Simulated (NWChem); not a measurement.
# SiH3Br (SMILES [SiH3]Br) at 4 levels

Aim: a comparison of 4 runs (HF/def2-SVP, PBE0/def2-SVP, B3LYP/6-31G*, PBE/def2-TZVP) of SiH3Br. 

The calculation is run with NWChem 7.3.0.

## (1) Starting point

SiH3Br: 5 atoms, total charge 0, spin state singlet. As SMILES, `[SiH3]Br`. Geometry: relaxed at PBE0-D4/def2-TZVP.

Bond lengths: Si1–Br2 2.219 Å, Si1–H3 1.481 Å, Si1–H4 1.481 Å, Si1–H5 1.481 Å. Angles: Br2–Si1–H3 108.4°, Br2–Si1–H4 108.4°, Br2–Si1–H5 108.4°, H3–Si1–H4 110.5°, H3–Si1–H5 110.5°, H4–Si1–H5 110.5°.

## (2) Energy and forces at HF/def2-SVP (run 1)

job.xyz

```xyz
5

Si    -0.147420     0.056100    -0.043220
Br     1.853020    -0.705130     0.543250
H     -1.064550    -0.105170     1.107850
H     -0.625550    -0.731350    -1.202270
H     -0.015510     1.485560    -0.405610
```

run.py

```python
from ase.io import read
from ase.calculators.nwchem import NWChem

mol = read('job.xyz')

calc = NWChem(
    label='job',
    theory='scf',
    memory='2200 mb',
    basis='def2-SVP',
    basispar='spherical bse',
    scf={'nopen': '0', 'rhf': None, 'thresh': '1e-08', 'maxiter': '80'},
)
mol.calc = calc

forces = mol.get_forces()
e = mol.get_potential_energy()
print(f"E = {e:.6f} eV")
print("forces (eV/A):")
for s, f in zip(mol.symbols, forces):
    print(f"{s:2s} {f[0]:10.5f} {f[1]:10.5f} {f[2]:10.5f}")
print("dipole (e A):", mol.get_dipole_moment().round(4))
```

Started as:

```sh
export ASE_NWCHEM_COMMAND="nwchem PREFIX.nwi > PREFIX.nwo"
python run.py
```

The program printed:

```text
E = -77898.784286 eV
forces (eV/A):
Si   -0.34854    0.13257   -0.10207
Br    0.27763   -0.10562    0.08140
H     0.07117    0.02180   -0.11513
H     0.02905    0.08176    0.10603
H    -0.02931   -0.13051    0.02977
dipole (e A): [-0.3078  0.1171 -0.0902]
```

The calculator wrote job.nwi:

```
title "job"

permanent_dir job

scratch_dir job

start job

geometry units angstrom nocenter noautosym noautoz
  Si -1.4742000000000000e-01 5.6099999999999997e-02 -4.3220000000000001e-02
  Br 1.8530199999999999e+00 -7.0513000000000003e-01 5.4325000000000001e-01
  H  -1.0645500000000001e+00 -1.0517000000000000e-01 1.1078500000000000e+00
  H  -6.2555000000000005e-01 -7.3134999999999994e-01 -1.2022699999999999e+00
  H  -1.5509999999999999e-02 1.4855600000000000e+00 -4.0561000000000003e-01
end

memory 2200 mb

basis spherical bse noprint
   * library def2-SVP
end

scf
  nopen 0
  rhf
  thresh 1e-08
  maxiter 80
end

task scf gradient
```

job.nwo:

```text
Northwest Computational Chemistry Package (NWChem) 7.3.0
             --------------------------------------------------------

           Job information
           ---------------

    nwchem branch   = 7.3.0
    use scalapack   = T
    input           = job.nwi
    prefix          = job.
    data base       = job/job.db
    status          = startup
    nproc           =        1

           Memory information
           ------------------

[... 5 lines left out ...]
    hardfail = no
[... 126 lines left out ...]
         Quadratically convergent ROHF
[... 15 lines left out ...]
       Final RHF  results
[... 4 lines left out ...]
      Two-electron energy =   1272.357429039413
[... 45 lines left out ...]
                       ROHF Final Molecular Orbital Analysis
[... 209 lines left out ...]
                 ----------------------------------------
                 |  Time  |  1-e(secs)   |  2-e(secs)   |
                 ----------------------------------------
                 |  CPU   |       0.00   |       1.46   |
                 ----------------------------------------
                 |  WALL  |       0.00   |       1.46   |
                 ----------------------------------------

 Task  times  cpu:        6.7s     wall:        6.7s
 Total times  cpu:        6.7s     wall:        6.7s
```

It took 7.8 s on 1 thread of Intel Xeon 6975P-C (Granite Rapids), shared host; peak memory 0.1 GiB.

## (3) Energy and forces at PBE0/def2-SVP (run 2)

m1.xyz

```xyz
5

Si    -0.147420     0.056100    -0.043220
Br     1.853020    -0.705130     0.543250
H     -1.064550    -0.105170     1.107850
H     -0.625550    -0.731350    -1.202270
H     -0.015510     1.485560    -0.405610
```

run.py

```python
from ase.io import read
from ase.calculators.nwchem import NWChem

molecule = read('m1.xyz')

calc = NWChem(
    label='m1',
    theory='dft',
    memory='2200 mb',
    basis='def2-SVP',
    basispar='spherical bse',
    dft={'xc': 'pbe0', 'mult': '1', 'grid': 'xfine', 'convergence': 'energy 1e-08', 'iterations': '100', 'mulliken': None, 'print': 'low'},
)
molecule.calc = calc

forces = molecule.get_forces()
e = molecule.get_potential_energy()
print(f"E = {e:.6f} eV")
print("forces (eV/A):")
for s, f in zip(molecule.symbols, forces):
    print(f"{s:2s} {f[0]:10.5f} {f[1]:10.5f} {f[2]:10.5f}")
```

Started as:

```sh
export ASE_NWCHEM_COMMAND="nwchem PREFIX.nwi > PREFIX.nwo"
python run.py
```

The program printed:

```text
E = -77951.216916 eV
forces (eV/A):
Si    0.07754   -0.02957    0.02283
Br    0.12208   -0.04649    0.03579
H    -0.11683   -0.00730    0.10973
H    -0.07235   -0.07081   -0.12460
H    -0.01044    0.15411   -0.04376
```

The calculator wrote m1.nwi:

```
title "m1"

permanent_dir m1

scratch_dir m1

start m1

geometry units angstrom nocenter noautosym noautoz
  Si -1.4742000000000000e-01 5.6099999999999997e-02 -4.3220000000000001e-02
  Br 1.8530199999999999e+00 -7.0513000000000003e-01 5.4325000000000001e-01
  H  -1.0645500000000001e+00 -1.0517000000000000e-01 1.1078500000000000e+00
  H  -6.2555000000000005e-01 -7.3134999999999994e-01 -1.2022699999999999e+00
  H  -1.5509999999999999e-02 1.4855600000000000e+00 -4.0561000000000003e-01
end

memory 2200 mb

basis spherical bse noprint
   * library def2-SVP
end

dft
  xc pbe0
  mult 1
  grid xfine
  convergence energy 1e-08
  iterations 100
  mulliken
  print low
end

task dft gradient
```

m1.nwo:

```text
Northwest Computational Chemistry Package (NWChem) 7.3.0
             --------------------------------------------------------

           Job information
           ---------------

    nwchem branch   = 7.3.0
    use scalapack   = T
    input           = m1.nwi
    prefix          = m1.
    data base       = m1/m1.db
    status          = startup
    nproc           =        1

           Memory information
           ------------------

[... 5 lines left out ...]
    hardfail = no
[... 38 lines left out ...]
            Nuclear Dipole moment (a.u.)
[... 80 lines left out ...]
         Total DFT energy =    -2864.654407765142
[... 1 line left out ...]
           Coulomb energy =     1383.210651964123
[... 1 line left out ...]
 Nuclear repulsion energy =      150.830245060533
[... 29 lines left out ...]
                         DFT ENERGY GRADIENTS

    atom               coordinates                        gradient
                 x          y          z           x          y          z
   1 Si     -0.278583   0.106014  -0.081674   -0.001508   0.000575  -0.000444
   2 Br      3.501700  -1.332502   1.026594   -0.002374   0.000904  -0.000696
   3 H      -2.011708  -0.198742   2.093533    0.002272   0.000142  -0.002134
   4 H      -1.182118  -1.382051  -2.271961    0.001407   0.001377   0.002423
   5 H      -0.029310   2.807301  -0.766492    0.000203  -0.002997   0.000851

 Task  times  cpu:       10.5s     wall:       10.5s
 Total times  cpu:       10.5s     wall:       10.5s
```

It took 12 s on 1 thread of Intel Xeon 6975P-C (Granite Rapids), shared host; peak memory 0.13 GiB.

Run 3 isn't shown in full; the table further down has it.

## (4) Energy and forces at PBE/def2-TZVP (run 4)

test.nw

```
START test
TITLE "BrH3Si"
memory total 2200 mb

GEOMETRY noautosym nocenter noautoz
  Si   -0.147420    0.056100   -0.043220
  Br    1.853020   -0.705130    0.543250
  H    -1.064550   -0.105170    1.107850
  H    -0.625550   -0.731350   -1.202270
  H    -0.015510    1.485560   -0.405610
END

BASIS "ao basis" spherical bse
  * library def2-TZVP
END

DFT
  xc xpbe96 cpbe96
  grid fine
  convergence energy 1e-08
  maxiter 100
  mulliken
  print medium
END

TASK dft gradient
```

Started as:

```sh
nwchem test.nw > test.out
```

The program printed:

```text
[...]
          Wavefunction type:  closed shell.
          No. of atoms     :     5
          No. of electrons :    52
[...]
          Charge           :     0
          Spin multiplicity:     1
[...]
          AO basis - number of functions:   103
[...]
              XC Information
              --------------
          PerdewBurkeErnzerhof Exchange Functional  1.000
            Perdew 1991 LDA Correlation Functional  1.000 local
           PerdewBurkeErnz. Correlation Functional  1.000 non-local
[...]
 d= 0,ls=0.0,diis     1  -2864.9080965105 -3.02D+03  6.44D-03  1.02D+00     3.1
[...]
 d= 0,ls=0.0,diis    10  -2864.9483748532 -3.55D-09  1.64D-07  6.31D-10    22.4
         Total DFT energy =    -2864.948374853174
      One electron energy =    -4285.708746801545
           Coulomb energy =     1382.717657845886
    Exchange-Corr. energy =     -112.787530958048
 Nuclear repulsion energy =      150.830245060533
[...]
  wavefunction    = closed shell
                         DFT ENERGY GRADIENTS
    atom               coordinates                        gradient
                 x          y          z           x          y          z
   1 Si     -0.278583   0.106014  -0.081674    0.000764  -0.000291   0.000221
   2 Br      3.501700  -1.332502   1.026594   -0.004471   0.001701  -0.001311
   3 H      -2.011708  -0.198742   2.093533    0.002361   0.000260  -0.002529
   4 H      -1.182118  -1.382051  -2.271961    0.001366   0.001681   0.002714
   5 H      -0.029310   2.807301  -0.766492   -0.000019  -0.003351   0.000905
[...]
```

It took 32 s on 1 thread of Intel Xeon 6975P-C (Granite Rapids), shared host; peak memory 0.14 GiB.

## (5) All runs side by side

```csv
run,level,iteration cap,module,energy (Eh),dipole moment (D),HOMO energy (eV),LUMO energy (eV),wall time
1,HF/def2-SVP,80,scf,-2862.727544,1.64,-11.35,3.53,7.8 s
2,PBE0/def2-SVP,100,dft,-2864.654408,–,–,–,12 s
3,B3LYP/6-31G* (Cartesian functions),100,dft,-2865.214991,1.64,-8.09,-0.54,13 s
4,PBE/def2-TZVP,100,dft,-2864.948375,1.19,-7.21,-1.24,32 s
```

## (6) Outcome

| quantity | value |
| --- | --- |
| run 4: total energy | -2864.94837 Eh |
| run 4: dipole moment | 1.19 D |
| run 4: HOMO energy | -7.21 eV |
| run 4: LUMO energy | -1.24 eV |
| run 4: HOMO–LUMO gap | 5.97 eV |
| run 4: largest force on an atom | 0.255 eV/Å |

Over runs 1, 3, 4 the dipole moment (its size) runs from 1.19 D (PBE/def2-TZVP) to 1.64 D (HF/def2-SVP). The two ends differ in method and basis. Over runs 1, 3, 4 the HOMO–LUMO gap runs from 5.97 eV (PBE/def2-TZVP) to 14.88 eV (HF/def2-SVP). Totals of different functionals can't be ranked against each other. All runs together took 64 s, the longest 32 s.
